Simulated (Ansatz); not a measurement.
# TaMo2C3: the cost of one run

Method: DFT PBE, scalar-relativistic, plane waves, PAW, unless a step names another level, in Ansatz 0.2.0.

**1. The structure to begin with**

It takes space group P6_3/mmc (No. 194, hexagonal). Conventional cell: a = 3.040 Å, b = 3.040 Å, c = 15.971 Å, α = 90.00°, β = 90.00°, γ = 120.00°. Ta (site symmetry -3m) is surrounded by 6 C at 2.20 Å. Mo (site symmetry 3m) has 6 C at 2.17 to 2.24 Å as nearest neighbours. C (site symmetry 3m) is surrounded by 3 Mo at 2.17 Å and 3 Ta at 2.20 Å. C (site symmetry -6m2) is surrounded by 6 Mo at 2.24 Å.

Coordinates:

```
Ta Mo C
1.0
     3.04008    0.00000    0.00000
    -1.52004    2.63279    0.00000
     0.00000    0.00000   15.97104
Ta Mo C
2 4 6
Direct
  0.00000 0.00000 0.00000
  0.00000 0.00000 0.50000
  0.33333 0.66667 0.66272
  0.33333 0.66667 0.83728
  0.66667 0.33333 0.16272
  0.66667 0.33333 0.33728
  0.66667 0.33333 0.91682
  0.33333 0.66667 0.08318
  0.66667 0.33333 0.75000
  0.66667 0.33333 0.58318
  0.33333 0.66667 0.41682
  0.33333 0.66667 0.25000
```

It came out lowest among 27 distinct ends of the trial cells. At a tolerance of 0.05 Å it has space group P6_3/mmc (No. 194).

**2. A stricter relaxation, on the response runs' mesh and smearing**

File input.yaml:

```yaml
crystal:
  lattice:
    - [3.0400803463, 0.0, 0.0]
    - [-1.5200401731, 2.6327868094, 0.0]
    - [0.0, 0.0, 15.9710435459]
  atoms:
    - { symbol: Ta, position: [0.0, 0.0, 0.0] }
    - { symbol: Ta, position: [0.0, 0.0, 0.5] }
    - { symbol: Mo, position: [0.3333333333, 0.6666666667, 0.6627185278] }
    - { symbol: Mo, position: [0.3333333333, 0.6666666667, 0.8372814722] }
    - { symbol: Mo, position: [0.6666666667, 0.3333333333, 0.1627185278] }
    - { symbol: Mo, position: [0.6666666667, 0.3333333333, 0.3372814722] }
    - { symbol: C, position: [0.6666666667, 0.3333333333, 0.9168233265] }
    - { symbol: C, position: [0.3333333333, 0.6666666667, 0.0831766735] }
    - { symbol: C, position: [0.6666666667, 0.3333333333, 0.75] }
    - { symbol: C, position: [0.6666666667, 0.3333333333, 0.5831766735] }
    - { symbol: C, position: [0.3333333333, 0.6666666667, 0.4168233265] }
    - { symbol: C, position: [0.3333333333, 0.6666666667, 0.25] }
basis:
  ecutwfc: 420
kpoints:
  mp_grid: { grid: [12, 12, 2] }
hamiltonian:
  xc: pbe
scf:
  occupations: { method: gaussian, width: 0.1 }
output:
  forces: true
  stress: true
  eigenvalues: true
relax:
  adjacent_minimum: "off"
  f_tol: 0.001
  max_steps: 60
  cell: { stress_tol: 0.01 }
```

Launch:

```console
$ ansatz run input.yaml --threads 3 --pin off --max-ram 7680MiB --backend cpu --events-out ev --progress --plain --runs-dir out
```

What time and memory should one allow on 3 threads of Intel Xeon Platinum 8259CL at 2.50GHz (Skylake/Cascade Lake), shared host?

About 31 s, with a peak of 0.71 GiB.
